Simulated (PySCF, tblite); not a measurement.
# C7H8N2S: geometry, infrared bands and NMR shifts

Wanted: the infrared bands and NMR shifts of C7H8N2S (`C#Cc1nnc(C(C)C)s1`), by calculation.

Computed with tblite 0.8.0 and PySCF 2.14.0, with density-fitted response routines of our own, on a single molecule in the gas phase. Atoms count from 0, in the outputs and in this text.

### 1 The molecule as given

18 atoms, charge 0, multiplicity 1; geometry from: force field or distance geometry start.

Bonds of the start (Å): C0–C1 1.24, C1–C2 1.42, C2–N3 1.31, N3–N4 1.27, N4–C5 1.30, C5–C6 1.47, C6–C7 1.51, C6–C8 1.52, C5–S9 1.81, S9–C2 1.90, C0–H10 1.06, C6–H11 1.09, C7–H12 1.13, C7–H13 1.09, C7–H14 1.11, C8–H15 1.13, C8–H16 1.11, C8–H17 1.09.

### 2 Relaxing the molecule with GFN2-xTB

The job: settings as JSON, then the geometry in Å.

```
{"job": {"kind": "relax", "xc": "GFN2-xTB", "basis": "xTB"}, "charge": 0, "multiplicity": 1}
C      4.672600    -1.076900     1.567500
C      3.533300    -0.706300     1.252600
C      2.229800    -0.280400     0.897300
N      1.711600     0.908000     1.101900
N      0.527000     1.203600     0.756600
C     -0.197900     0.309700     0.142800
C     -1.555300     0.280900    -0.410400
C     -1.437800     0.010300    -1.895300
C     -2.302600    -0.848300     0.288500
S      0.808300    -1.189700     0.016100
H      5.643500    -1.408200     1.823000
H     -2.113700     1.205800    -0.294500
H     -1.348800    -1.108200    -2.006600
H     -2.303100     0.349800    -2.472800
H     -0.480400     0.446900    -2.251000
H     -2.064100    -0.712600     1.382100
H     -1.949400    -1.852500    -0.029900
H     -3.381800    -0.790500     0.120400
```

Run with:

```sh
$ OMP_NUM_THREADS=1 python probes_run.py task.json out
```

One launch serves the whole session: the jobs run in the order shown.

**Question.** This job is followed by: GFN2-xTB harmonic vibrations, gas phase; GIAO PBE0/pcSseg-1 NMR shielding, non-relativistic, gas phase. Predict these results of the whole session: strongest single infrared mode (GFN2-xTB); zero-point energy (GFN2-xTB); 13C shifts against TMS (PBE0/pcSseg-1, means over atoms taken as alike); 1H shifts against TMS (PBE0/pcSseg-1, means over atoms taken as alike); 15N shifts against NH3 (PBE0/pcSseg-1); 33S shifts against CS2 (PBE0/pcSseg-1).

As calculated:

| quantity | value |
| --- | --- |
| strongest single infrared mode (GFN2-xTB) | 1102 cm⁻¹, 105 km/mol |
| zero-point energy (GFN2-xTB) | 84.2 kcal/mol |
| 13C shifts against TMS (PBE0/pcSseg-1, means over atoms taken as alike) | 184.4, 152.3, 97.4, 79.4, 36.2, 28.7 ppm |
| 1H shifts against TMS (PBE0/pcSseg-1, means over atoms taken as alike) | 3.57, 3.40, 1.42 ppm |
| 15N shifts against NH3 (PBE0/pcSseg-1) | 422.9, 390.1 ppm |
| 33S shifts against CS2 (PBE0/pcSseg-1) | 312 ppm |

**Reading.** The optimisation took 57 steps and gained 0.935 eV; among the close pairs (by a distance rule), C2–S9 changed most, from 1.904 to 1.765 Å. All 48 modes are real, so the xTB geometry is a minimum. The strongest single mode, at 1102 cm⁻¹, moves mainly C2 and N3. Unscaled tight-binding wavenumbers are off by several per cent, some by more. Its intensities can rank the bands wrongly. At PBE0/pcSseg-1: The widest tensor belongs to N3: span 624 ppm, with a paramagnetic part of -482 ppm. NICS(1)zz of -25 ppm above the planar ring from C2 marks a diatropic (aromatic) ring current.
